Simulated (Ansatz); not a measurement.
C₂H₆BN, SMILES BCC=N, a rigid scan of one bond length

Computed with the Python package of Ansatz (0.2.0).

Notebook, run cell by cell (the value of a cell's last expression is shown):

In [1]:
```python
from dataclasses import dataclass

import ansatz
import numpy as np
```

In [2]:
```python
@dataclass(frozen=True)
class Settings:
    basis: str = "6-31G*"
    xc: str = "b3lyp"
    vdw: str = "d4"


opts = Settings()
```

In [3]:
```python
GEOMETRY = """
B    -1.06450    0.59780   -0.60960
C    -0.37230   -0.62780   -0.01410
C     0.73740   -0.19700    0.85340
N     1.92870    0.29510    0.37070
H    -1.17450    0.78020   -1.80980
H    -1.61220    1.45410    0.09430
H     0.03370   -1.27110   -0.82910
H    -1.06170   -1.18730    0.58120
H     0.68800   -0.29970    1.98470
H     1.98030    0.40450   -0.61870
"""
```

In [4]:
```python
system = ansatz.Crystal.molecule()
for line in GEOMETRY.strip().splitlines():
    symbol, *xyz = line.split()
    system = system.atom(symbol, [float(v) for v in xyz])

symbols = [site.symbol for site in system.cartesian_sites]
start = np.array([site.position_ang for site in system.cartesian_sites])
axis = (start[4] - start[0]) / np.linalg.norm(start[4] - start[0])
moving = [4]
lengths, energies = [1.073, 1.121, 1.17, 1.219, 1.268, 1.316, 1.365, 1.438], []
for length in lengths:
    xyz = start.copy()
    xyz[moving] += (length - np.linalg.norm(start[4] - start[0])) * axis
    point = ansatz.Crystal.molecule()
    for symbol, place in zip(symbols, xyz):
        point = point.atom(symbol, place.tolist())
    setup = point.calculation().basis(gaussian=opts.basis).functional(opts.xc, dispersion=opts.vdw)
    data = setup.run(threads=1).report
    energies.append(data["free_energy_ev"])
    print(f"r = {length:6.3f} A  E = {energies[-1]:.5f} eV  <S^2> = {abs(data['mean_field']['state']['spin_squared']):.3f}")
```
```text
r =  1.073 A  E = -4336.37171 eV  <S^2> = 0.000
r =  1.121 A  E = -4336.52166 eV  <S^2> = 0.000
r =  1.170 A  E = -4336.59149 eV  <S^2> = 0.000
r =  1.219 A  E = -4336.59529 eV  <S^2> = 0.000
r =  1.268 A  E = -4336.54768 eV  <S^2> = 0.000
r =  1.316 A  E = -4336.46261 eV  <S^2> = 0.000
r =  1.365 A  E = -4336.34657 eV  <S^2> = 0.000
r =  1.438 A  E = -4336.14086 eV  <S^2> = 0.000
```

In [5]:
```python
# quartic fit about the minimum
fit = np.polynomial.Polynomial.fit(lengths, np.array(energies) - min(energies), 4).convert()
roots = [r.real for r in fit.deriv().roots() if abs(r.imag) < 1e-9 and fit.deriv(2)(r.real) > 0]
r_e = min(roots, key=lambda r: abs(r - lengths[int(np.argmin(energies))]))
print(f"minimum of the fit at {r_e:.4f} A, force constant {fit.deriv(2)(r_e):.2f} eV/A^2")
```
```text
minimum of the fit at 1.1972 A, force constant 24.18 eV/A^2
```

What to keep in mind:
- The settings weren't tested for convergence.
- The rest of the molecule is held rigid at a force-field or estimated start geometry, and the basis set is modest; single-reference methods fail as a bond breaks.
- b3lyp holds the VWN-RPA fit, as in Gaussian; the form of ORCA and Turbomole is b3lyp5.
- The orbitals are restricted, so S² is zero by construction.
- Finished in 13 s on 1 thread of Arm Neoverse V2 (shared host), peak memory 0.21 GiB.
